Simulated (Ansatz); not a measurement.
BH3O2, SMILES OBO: the interaction energy of a dimer with the counterpoise correction, run with the Python package of Ansatz (0.2.0).

`run_dimer.py`:
```python
# -*- coding: utf-8 -*-
'''Binding of a BH3O2 dimer at a trial geometry.'''

from dataclasses import dataclass

import ansatz as az


@dataclass(frozen=True)
class Options:
    basis: str = 'def2-SVPD'
    level: str = 'mp2'


settings = Options()

FIRST = [
    ('O', (-1.0095, -0.7298, -0.529)),
    ('B', (0.2765, -0.1514, -0.31)),
    ('O', (0.8318, -0.1927, 1.0143)),
    ('H', (-1.5903, 0.095, -0.3977)),
    ('H', (0.8982, 0.3026, -1.2249)),
    ('H', (0.5934, 0.6764, 1.4473)),
]
SECOND = [
    ('O', (-1.6401, -1.4086, 2.4752)),
    ('B', (-1.3553, -2.8044, 2.558)),
    ('O', (-1.4678, -3.4539, 3.8345)),
    ('H', (-0.702, -1.0368, 2.6039)),
    ('H', (-1.0876, -3.4257, 1.5721)),
    ('H', (-0.5512, -3.4516, 4.2339)),
]

def energy(atoms, ghosts=()):
    molecule = az.Crystal.molecule()
    for symbol, xyz in atoms:
        molecule = molecule.atom(symbol, xyz)
    calc = (
        molecule.calculation()
        .basis(gaussian=settings.basis)
        .correlation(settings.level)
    )
    deck = calc.input()
    if ghosts:
        deck = deck.set(az.key.basis.gaussian.ghost_atoms, [{'symbol': s, 'position_ang': list(xyz)} for s, xyz in ghosts])
    return az.Session.from_dict(deck).plan().execute().report['free_energy_ev']


def main():
    # monomers in their own basis and in the basis of the dimer
    both = energy(FIRST + SECOND)
    alone = energy(FIRST) + energy(SECOND)
    ghosted = energy(FIRST, SECOND) + energy(SECOND, FIRST)
    print(f'dimer {both:.6f} eV')
    print(f'interaction, uncorrected   {(both - alone):8.3f} eV')
    print(f'interaction, counterpoise  {(both - ghosted):8.3f} eV')
    print(f'basis-set superposition    {(alone - ghosted):8.3f} eV')


if __name__ == '__main__':
    main()
```

How large is the interaction at this pose, and how much of it is basis-set superposition?

Uncorrected it is -0.175 eV, with the counterpoise correction -0.081 eV; the difference, 0.09 eV, is the superposition error.

What the script printed:

```console
$ python run_dimer.py
dimer -9609.790361 eV
interaction, uncorrected     -0.175 eV
interaction, counterpoise    -0.081 eV
basis-set superposition       0.094 eV
```

What to keep in mind:
- Total energies depend on the basis set; only differences at equal settings carry meaning.
- The dimer is a generated trial pose of unrelaxed monomers, not a minimum, so the figure is no binding energy, and the basis set is small.
- Finished in 18 s on 1 thread of Arm Neoverse V1, on a shared host, peak memory 0.5 GiB.

(A comment or docstring line of the script was reworded after the run, the code is as it ran; lines on the test bed's own set-up are left out of the output.)
